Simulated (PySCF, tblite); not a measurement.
# C3H3BrN3 radical: geometry, infrared bands and EPR parameters

Aim: predict the infrared bands and EPR parameters of C3H3BrN3 radical (`Cn1[c]nc(Br)n1`).

Programs: tblite 0.8.0 and PySCF 2.14.0, with density-fitted response routines of our own. Each step states its level of theory. These are calculated values for one molecule in the gas phase, unless marked as measured. Atoms count from 0, in the outputs and in this text.

### 1 The molecule as given

10 atoms, charge 0, multiplicity 2; geometry from: force field or distance geometry start.

Bonds of the start (Å): C0–N1 1.44, N1–C2 1.35, C2–N3 1.34, N3–C4 1.34, C4–Br5 1.90, C4–N6 1.34, N6–N1 1.32, C0–H7 1.08, C0–H8 1.11, C0–H9 1.11.

### 2 Optimising the geometry with GFN2-xTB

Job settings and geometry (Å):

```
{"job": {"kind": "relax", "xc": "GFN2-xTB", "basis": "xTB"}, "charge": 0, "multiplicity": 2}
C     -1.673400     0.025000     0.170400
N     -0.246200    -0.120700    -0.002500
C      0.341200    -1.319900    -0.221100
N      1.650900    -1.060400    -0.326100
C      1.835700     0.252800    -0.133700
Br     3.537200     1.099300    -0.186800
N      0.650200     0.848700     0.058800
H     -2.199000    -0.907000    -0.008100
H     -1.908600     0.393500     1.190400
H     -1.979100     0.793400    -0.563900
```

Command:

```
> OMP_NUM_THREADS=1 python probes_run.py task.json out
```

One launch serves the whole session: the jobs run in the order shown.

**Question.** This job is followed by: GFN2-xTB harmonic vibrations, gas phase; UKS B3LYP, def2-TZVP-core on Br, pcH-1 on C H N, non-relativistic, mean-field spin-orbit, GIAO. Predict these results of the whole session: strongest single infrared mode (GFN2-xTB); zero-point energy (GFN2-xTB); g(iso) (B3LYP); ⟨S²⟩; largest a(iso) (averaged by class); surface potential, 1st and 99th percentile.

As calculated:

| quantity | value |
| --- | --- |
| strongest single infrared mode (GFN2-xTB) | 1496 cm⁻¹, 160 km/mol |
| zero-point energy (GFN2-xTB) | 39.2 kcal/mol |
| g(iso) (B3LYP) | 2.00483 |
| ⟨S²⟩ | 0.756 (exact 0.75) |
| largest a(iso) (averaged by class) | 13C on C2, 701.6 MHz |
| surface potential, 1st and 99th percentile | -1.51 V and 1.50 V |

Over 23 steps the energy fell by 0.346 eV; of the close pairs, C4–Br5 changed most, 1.901 to 1.849 Å. No mode is imaginary among the 24: a minimum at this level. The strongest single mode, at 1496 cm⁻¹, moves mainly C2, N3 and C4. GFN2-xTB is a fitted tight-binding method: band positions and strengths are rough. Its intensities can rank the bands wrongly. Most of the unpaired spin sits on C2 (0.90 e). The isotropic g lies 2.5 ppt above the free-electron value. The hyperfine terms hold no scalar relativity, which the heavier nuclei need.
